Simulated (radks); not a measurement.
# Fe²⁺ in [Ar] 3d6: an all-electron calculation

An exercise on one series of results from a longer session: the logs are not shown, and one member is left open.

Program: radks (a radial shooting solver on a logarithmic mesh, Libxc functionals) version 1. Level of theory: Dirac Kohn-Sham, HCTH/407, spin-unpolarised, spherical densities, finite nucleus; open shells fill j = l - 1/2 first. These are calculated values, not measurements, unless marked.

**The atom as given**

```
element            : iron (Z = 26)
charge             : +2
electrons          : 24
configuration      : [Ar] 3d6
nuclear rms radius : 3.7377 fm
```

The first run:

The run's settings:

```text
Z 26
configuration [Ar] 3d6
relativity Dirac
functional hcth_407
spin unpolarised
j_filling energy
nucleus finite rms 3.7377 fm
c 137.035999084
```

One table of the session follows, with a row left open; its other results are not shown here.

It belongs to the step «Radial structure». Sizes of the orbitals, from the radial functions (bohr):

```
level      <r>  outermost maximum (interpolated)  90 % within  nodes
1s1/2  0.05850                            0.0383        0.104      0
2s1/2   0.2666                             0.222        0.413      1
2p1/2        ?                                 ?            ?      ?
2p3/2   0.2362                             0.181        0.387      0
3s1/2   0.8103                             0.701         1.21      2
3p1/2   0.8493                             0.709         1.31      1
3p3/2   0.8585                             0.716         1.32      1
3d3/2    1.067                             0.709         1.84      0
3d5/2    1.071                             0.711         1.85      0
```

Estimate the missing values for 2p1/2.

As computed: <r>: 0.2332; outermost maximum (interpolated): 0.178; 90 % within: 0.383; nodes: 0. In the column «<r>» it lies between 1s1/2 (0.05850) and 2p3/2 (0.2362).

Caveats from the session: Spin polarisation and multiplet splitting are left out.
